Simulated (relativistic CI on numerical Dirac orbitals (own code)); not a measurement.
**Sc²⁺: L2,3 absorption with charge transfer**

Wanted: the shape of the L2,3 absorption spectrum of Sc²⁺ in a cubic metal-ligand cluster, for 5 values of tenDq.

Program: relativistic CI on numerical Dirac orbitals (own code) version 3. Level of theory: charge-transfer multiplet model of a cubic metal-ligand cluster with up to 1 ligand holes, Slater and spin-orbit integrals from Dirac-Coulomb-Breit ions, Slater integrals scaled by 0.8. These are calculated values, not measurements, unless marked.

**1. The system**

| Item | Value |
| --- | --- |
| ion | Sc²⁺ (Sc III) |
| nuclear charge | 21 |
| electrons | 19 |
| d electrons | 1 |
| ligand holes at most | 1 |
| parameters | in eV; Veg, Vt2g hoppings, tenDq and tenDqL metal and ligand splittings (negative tenDq: tetrahedral), red the scaling of hopping with a core hole |
| temperature | 300 K |
| widths | Lorentz 0.4 eV, Gauss 0.3 eV |

**2. tenDq = 0.2 eV**

Input settings:

```ini
cluster ion=Sc2+ d1 ligand_holes=1 slater_scale=0.8
Delta=7.9 Udd=4.6 Upd=5.1 tenDq=0.2 tenDqL=0.4 Veg=1.2 Vt2g=-0.51 red=0.8
spectrum xas L2,3 T=300 lorentz=0.4 gauss=0.3
```

On the command line:

```bash
> python run_levels.py task.json out
```

task.json lists these runs, among others, and the program works through them in turn.

**3. tenDq = -0.7 eV**

Input settings:

```ini
cluster ion=Sc2+ d1 ligand_holes=1 slater_scale=0.8
Delta=7.9 Udd=4.6 Upd=5.1 tenDq=-0.7 tenDqL=0.4 Veg=1.2 Vt2g=-0.51 red=0.8
spectrum xas L2,3 T=300 lorentz=0.4 gauss=0.3
```

**4. tenDq = -0.4 eV**

Input settings:

```ini
cluster ion=Sc2+ d1 ligand_holes=1 slater_scale=0.8
Delta=7.9 Udd=4.6 Upd=5.1 tenDq=-0.4 tenDqL=0.4 Veg=1.2 Vt2g=-0.51 red=0.8
spectrum xas L2,3 T=300 lorentz=0.4 gauss=0.3
```

**5. tenDq = 0.8 eV**

Input settings:

```ini
cluster ion=Sc2+ d1 ligand_holes=1 slater_scale=0.8
Delta=7.9 Udd=4.6 Upd=5.1 tenDq=0.8 tenDqL=0.4 Veg=1.2 Vt2g=-0.51 red=0.8
spectrum xas L2,3 T=300 lorentz=0.4 gauss=0.3
```

**6. tenDq = 1.1 eV**

Input settings:

```ini
cluster ion=Sc2+ d1 ligand_holes=1 slater_scale=0.8
Delta=7.9 Udd=4.6 Upd=5.1 tenDq=1.1 tenDqL=0.4 Veg=1.2 Vt2g=-0.51 red=0.8
spectrum xas L2,3 T=300 lorentz=0.4 gauss=0.3
```

(Steps that only read results are left out.)

What does the calculation give? Wanted: d count; ground spin.

**Answer**, as computed:

| run | d count | weight without ligand hole | ground S | up to four highest peaks (% of the highest), eV from the first main peak |
| --- | --- | --- | --- | --- |
| tenDq = 0.2 eV | 1.09 | 0.91 | 0.50 | -1.1 (27), 0.0 (90), 2.6 (43), 4.1 (100) |
| tenDq = -0.7 eV | 1.08 | 0.92 | 0.50 | 0.0 (87), 2.7 (41), 4.3 (100) |
| tenDq = -0.4 eV | 1.08 | 0.92 | 0.50 | -1.1 (30), 0.0 (85), 2.4 (43), 4.0 (100) |
| tenDq = 0.8 eV | 1.08 | 0.92 | 0.50 | -1.4 (38), 0.0 (99), 1.9 (44), 4.2 (100) |
| tenDq = 1.1 eV | 1.08 | 0.92 | 0.50 | 0.0 (100), 1.7 (51), 3.3 (75), 4.3 (100) |

```
                           quantity         value
                            d count  1.08 to 1.09
ground spin (effective S from ⟨S²⟩)          0.50
```

In words: From tenDq = -0.7 eV to tenDq = 1.1 eV the ground-state d count stays at 1.08. In the first run d1 holds 91 % of the ground state. The cluster parameters are drawn, not fitted to a compound.
